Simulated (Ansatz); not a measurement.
# FH₅O₄Si₂: a ladder of functionals and wavefunction methods

The task here is to estimate one member of a computed series from the others.

Method: functionals in def2-TZVPP, the program's frozen cores in correlated methods; program: Ansatz 0.2.0, Gaussian basis.

Levels to be run: PBE-D4, r2SCAN-D4, PBE0-D4, B3LYP-D4, ωB97X-V, ωB97M-V, B2PLYP; CCSD(T)/def2-TZVPP; MP2/def2-QZVPP; extrapolation to the limit.

### The relaxed structure

An earlier PBE0-D4 in a triple-zeta def2 set relaxation fixed the geometry.

SMILES `O[SiH](F)[Si](O)(O)O`, 12 atoms, charge 0, spin multiplicity 1.

Atoms are counted from 1 here; the program's logs count them from 0.

Bond lengths: O1–Si2 1.645 Å, O1–H8 0.959 Å, Si2–F3 1.606 Å, Si2–Si4 2.342 Å, Si2–H9 1.486 Å, Si4–O5 1.643 Å, Si4–O6 1.632 Å, Si4–O7 1.636 Å, O5–H10 0.960 Å, O6–H11 0.960 Å, O7–H12 0.959 Å. Angles: Si2–O1–H8 119.1°, O1–Si2–F3 109.5°, O1–Si2–Si4 103.0°, O1–Si2–H9 110.4°, F3–Si2–Si4 110.0°, F3–Si2–H9 105.1°, Si4–Si2–H9 118.7°, Si2–Si4–O5 107.7°, Si2–Si4–O6 104.8°, Si2–Si4–O7 116.4°, O5–Si4–O6 114.9°, O5–Si4–O7 105.8°, O6–Si4–O7 107.5°, Si4–O5–H10 116.3°, Si4–O6–H11 118.1°, Si4–O7–H12 116.7°.

The first run:

File in.yaml:

```yaml
crystal:
  periodic: [false, false, false]
  atoms:
    - {symbol: O, position_ang: [-0.433337, -1.527678, 1.618967]}
    - {symbol: Si, position_ang: [-0.447064, -1.391887, -0.020364]}
    - {symbol: F, position_ang: [0.658289, -2.371756, -0.649706]}
    - {symbol: Si, position_ang: [0.170720, 0.839975, -0.368152]}
    - {symbol: O, position_ang: [1.164624, 1.281702, 0.862675]}
    - {symbol: O, position_ang: [-1.240336, 1.657934, -0.438115]}
    - {symbol: O, position_ang: [0.994664, 1.160484, -1.744624]}
    - {symbol: H, position_ang: [-0.806587, -2.312077, 2.024852]}
    - {symbol: H, position_ang: [-1.743374, -1.867824, -0.569573]}
    - {symbol: H, position_ang: [0.956489, 0.921112, 1.727847]}
    - {symbol: H, position_ang: [-1.219323, 2.572656, -0.728206]}
    - {symbol: H, position_ang: [1.945235, 1.037349, -1.715590]}
basis:
  gaussian: {orbitals: def2-TZVPP}
hamiltonian: {xc: pbe, dispersion: d4}
output: {forces: true, orbitals: {seedname: orbitals}}
```

The run is started by

```console
$ ansatz run in.yaml --threads 2 --pin off --events-out ev --progress --plain --max-ram 32768MiB --backend cuda --devices 0, --max-vram 18GiB
```

Among the steps run: PBE-D4 (GGA); r2SCAN-D4 (meta-GGA); PBE0-D4 (hybrid); B3LYP-D4 (hybrid); ωB97X-V (range-separated); ωB97M-V (range-separated); B2PLYP (double hybrid); CCSD(T) in def2-TZVPP; MP2 in def2-QZVPP.

One table of the session follows, with a row left open; its other results are not shown here.

It belongs to the step «Atomisation energies». 

```
            method  atomisation energy (kJ/mol)
            PBE-D4                            ?
         r2SCAN-D4                       4851.2
           PBE0-D4                       4773.1
          B3LYP-D4                       4809.3
           ωB97X-V                       4857.2
           ωB97M-V                       4857.6
            B2PLYP                       4784.8
     HF/def2-TZVPP                       3407.0
    MP2/def2-TZVPP                       4881.1
   CCSD/def2-TZVPP                       4638.8
CCSD(T)/def2-TZVPP                       4717.9
           MP2/CBS                       5049.7
       CCSD(T)/CBS                       4886.6
```

Estimate the missing values for PBE-D4.

As computed: atomisation energy (kJ/mol): 4901.9. In the column «atomisation energy (kJ/mol)» it lies between CCSD(T)/CBS (4886.6) and MP2/CBS (5049.7).

Limits of these values: Free atoms (4 O, 2 Si, 1 F, 5 H) were run apart at each level; the atomisation energy is their sum less the molecule, without zero-point or spin-orbit terms.
